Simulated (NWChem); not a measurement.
# C2H5BClF (SMILES BC(F)CCl): levels of theory compared

We compute a comparison of 4 runs (HF/STO-3G, HF/3-21G, B3LYP/6-31G*) of C2H5BClF. 

The results are computed with NWChem 7.3.0.

7 further runs of the same task are left out: 6 that didn't finish, 1 set aside as unsound or not needed. Runs told in other sessions of the task aren't counted.

## Step 1: The structure to begin with

C2H5BClF: 10 atoms, total charge 0, spin state singlet. As SMILES, `BC(F)CCl`. The shape is that of a PBE0-D4/def2-TZVP optimisation. This is one conformer, not always the lowest.

Bond lengths: B1–C2 1.558 Å, C2–F3 1.386 Å, C2–C4 1.509 Å, C4–Cl5 1.782 Å, B1–H6 1.192 Å, B1–H7 1.195 Å, C2–H8 1.109 Å, C4–H9 1.090 Å, C4–H10 1.089 Å. Some angles: B1–C2–F3 113.9°, B1–C2–C4 115.3°, F3–C2–C4 109.7°, C2–C4–Cl5 112.6°, B1–C2–H8 102.6°, F3–C2–H8 107.0°, C4–C2–H8 107.5°, C2–B1–H6 120.8°, C2–B1–H7 118.2°, C2–C4–H9 110.7°.

## Step 2: Energy and gradient at HF/STO-3G (run 1)

The input, c2h5bclf.nw:

```
start c2h5bclf
title "C2H5BClF gradient"
memory stack 880 mb heap 220 mb global 1100 mb
charge 0

geometry noautosym nocenter noautoz
   B       -1.309200      -0.711700      -0.281200
   C        0.178900      -0.496800       0.126500
   F        0.520300      -1.080300       1.336000
   C        0.655300       0.934900       0.100000
   Cl       2.428700       1.067800       0.206300
   H       -2.010300      -1.450800       0.336900
   H       -1.707400      -0.172300      -1.270600
   H        0.728500      -1.046200      -0.665100
   H        0.248500       1.491800       0.943700
   H        0.349800       1.412800      -0.829700
end

basis spherical bse
   * library STO-3G
end

scf
   thresh 1e-08
   maxiter 80
   print low
end

task scf gradient
```

Command:

```console
nwchem c2h5bclf.nw > c2h5bclf.out
```

The log of the run:

```text
[...]
  functions       =    34
[...]
  wavefunction    = RHF
[...]
         Total SCF energy =   -654.684320620357
      One-electron energy =  -1321.120269939312
      Two-electron energy =    457.621249203782
 Nuclear repulsion energy =    208.814700115173
        Time for solution =      1.5s
[...]
                         RHF ENERGY GRADIENTS
    atom               coordinates                        gradient
                 x          y          z           x          y          z
   1 B      -2.474029  -1.344918  -0.531391    0.038134   0.001498   0.013868
   2 C       0.338072  -0.938816   0.239050   -0.013450   0.035920   0.000627
   3 F       0.983224  -2.041471   2.524674   -0.001094   0.003250  -0.010347
   4 C       1.238337   1.766705   0.188973    0.013323  -0.030460   0.004896
   5 Cl      4.589578   2.017849   0.389850   -0.022852  -0.000955  -0.001644
   6 H      -3.798916  -2.741614   0.636649   -0.011490  -0.012707   0.011200
   7 H      -3.226518  -0.325600  -2.401086   -0.005279   0.010298  -0.019097
   8 H       1.376665  -1.977031  -1.256857    0.000827  -0.003424   0.000320
   9 H       0.469597   2.819093   1.783334    0.001488  -0.001202   0.000795
  10 H       0.661026   2.669805  -1.567906    0.000395  -0.002218  -0.000616
[...]
```

It took 2.6 s on 1 thread of Intel Xeon 6975P-C (Granite Rapids), shared host; peak memory 0.096 GiB.

## Step 3: Energy and forces at HF/3-21G (run 2)

The input, work.nw:

```
start work
title "C2H5BClF"
memory total 2200 mb
geometry units angstroms noautosym nocenter noautoz
B       -1.309200      -0.711700      -0.281200
C        0.178900      -0.496800       0.126500
F        0.520300      -1.080300       1.336000
C        0.655300       0.934900       0.100000
Cl       2.428700       1.067800       0.206300
H       -2.010300      -1.450800       0.336900
H       -1.707400      -0.172300      -1.270600
H        0.728500      -1.046200      -0.665100
H        0.248500       1.491800       0.943700
H        0.349800       1.412800      -0.829700
end
basis spherical bse
* library 3-21G
end
scf
thresh 1e-08
maxiter 80
end
task scf gradient
```

Command:

```console
nwchem work.nw > work.out
```

The log of the run:

```text
[...]
  functions       =    59
[...]
  wavefunction    = RHF
[...]
         Total SCF energy =   -658.918245011676
      One-electron energy =  -1324.168772514445
      Two-electron energy =    456.435827387597
 Nuclear repulsion energy =    208.814700115173
        Time for solution =      1.9s
[...]
                         RHF ENERGY GRADIENTS
    atom               coordinates                        gradient
                 x          y          z           x          y          z
   1 B      -2.474029  -1.344918  -0.531391    0.013978   0.001634  -0.002235
   2 C       0.338072  -0.938816   0.239050   -0.011973   0.005170   0.027392
   3 F       0.983224  -2.041471   2.524674   -0.000863   0.006604  -0.018616
   4 C       1.238337   1.766705   0.188973    0.047202  -0.013571   0.004227
   5 Cl      4.589578   2.017849   0.389850   -0.038984  -0.001912  -0.002944
   6 H      -3.798916  -2.741614   0.636649   -0.002579  -0.002985   0.002988
   7 H      -3.226518  -0.325600  -2.401086   -0.001508   0.002038  -0.003733
   8 H       1.376665  -1.977031  -1.256857    0.002469  -0.005647  -0.005565
   9 H       0.469597   2.819093   1.783334   -0.003961   0.005173   0.006498
  10 H       0.661026   2.669805  -1.567906   -0.003783   0.003495  -0.008010
[...]
```

Run time: 3.3 s. Hardware: 1 thread of Intel Xeon 6975P-C (Granite Rapids), shared host; peak memory 0.094 GiB.

Run 3 isn't shown in full; the table further down has it.

## Step 4: Energy and gradient at B3LYP/6-31G(d) (Cartesian functions) (run 4)

The input, a.nw:

```
start a
title "C2H5BClF gradient"
memory 2200 mb
charge 0
geometry noautosym nocenter noautoz
  B       -1.309200      -0.711700      -0.281200
  C        0.178900      -0.496800       0.126500
  F        0.520300      -1.080300       1.336000
  C        0.655300       0.934900       0.100000
  Cl       2.428700       1.067800       0.206300
  H       -2.010300      -1.450800       0.336900
  H       -1.707400      -0.172300      -1.270600
  H        0.728500      -1.046200      -0.665100
  H        0.248500       1.491800       0.943700
  H        0.349800       1.412800      -0.829700
end
basis "ao basis"
  * library 6-31G*
end
dft
  xc b3lyp
  grid xfine
  convergence energy 1e-08
  iterations 100
  mulliken
end
task dft gradient
```

Command:

```console
nwchem a.nw > a.out
```

The log of the run, shortened:

```text
[...]
          Wavefunction type:  closed shell.
          No. of atoms     :    10
          No. of electrons :    48
[...]
          Charge           :     0
          Spin multiplicity:     1
[...]
          AO basis - number of functions:    89
[...]
              XC Information
              --------------
                         B3LYP Method XC Potential
                     Hartree-Fock (Exact) Exchange  0.200
                        Slater Exchange Functional  0.800 local
                    Becke 1988 Exchange Functional  0.720 non-local
              Lee-Yang-Parr Correlation Functional  0.810
                  VWN I RPA Correlation Functional  0.190 local
[...]
 d= 0,ls=0.0,diis     1   -663.9788087635 -8.73D+02  1.62D-02  9.20D-01     3.4
[...]
 d= 0,ls=0.0,diis    10   -664.0751806284 -1.04D-09  2.88D-07  8.75D-10    30.7
         Total DFT energy =     -664.075180628439
      One electron energy =    -1328.752813800274
           Coulomb energy =      511.389774631576
    Exchange-Corr. energy =      -55.526841574914
 Nuclear repulsion energy =      208.814700115173
[...]
      Total Density - Mulliken Population Analysis
     ---------------------------------------------
[...]
  wavefunction    = closed shell
                         DFT ENERGY GRADIENTS
    atom               coordinates                        gradient
                 x          y          z           x          y          z
   1 B      -2.474029  -1.344918  -0.531391    0.004195   0.000222   0.000311
   2 C       0.338072  -0.938816   0.239050    0.000228   0.004124   0.004682
   3 F       0.983224  -2.041471   2.524674   -0.001194   0.002639  -0.007207
   4 C       1.238337   1.766705   0.188973    0.007523  -0.003777   0.001403
   5 Cl      4.589578   2.017849   0.389850   -0.013475  -0.001649  -0.001199
   6 H      -3.798916  -2.741614   0.636649    0.000269   0.000016   0.000457
   7 H      -3.226518  -0.325600  -2.401086    0.000448   0.000560  -0.000167
   8 H       1.376665  -1.977031  -1.256857   -0.000182   0.000169   0.001666
   9 H       0.469597   2.819093   1.783334    0.001320  -0.000832  -0.001050
  10 H       0.661026   2.669805  -1.567906    0.000868  -0.001472   0.001103
[...]
```

Wall time 38 s (1 thread of Intel Xeon 6975P-C (Granite Rapids), shared host); peak memory 0.15 GiB.

## Step 5: All runs side by side

```tsv
run	level	iteration cap	module	energy (Eh)	largest force (eV/Å)	wall time
1	HF/STO-3G	80	scf	-654.684321	2.088	2.6 s
2	HF/3-21G	80	scf	-658.918245	2.535	3.3 s
3	B3LYP/6-31G* (spherical functions)	100	dft	-664.068865	0.690	37 s
4	B3LYP/6-31G* (Cartesian functions)	100	dft	-664.075181	0.701	38 s
```

## Step 6: Outcome

```
                       quantity          value
            run 4: total energy  -664.07518 Eh
           run 4: dipole moment         2.55 D
             run 4: HOMO energy       -8.09 eV
             run 4: LUMO energy       -2.03 eV
           run 4: HOMO–LUMO gap        6.07 eV
run 4: largest force on an atom     0.701 eV/Å
```

What this shows: Over runs 2, 3, 4 the dipole moment (its size) runs from 2.54 D (B3LYP/6-31G*) to 3.44 D (HF/3-21G). The two ends differ in method and basis. Over runs 2, 3, 4 the HOMO–LUMO gap runs from 6.06 eV (B3LYP/6-31G*) to 13.65 eV (HF/3-21G). In run 1 the basis is minimal, so the values are rough. All runs together took 81 s, the longest 38 s.
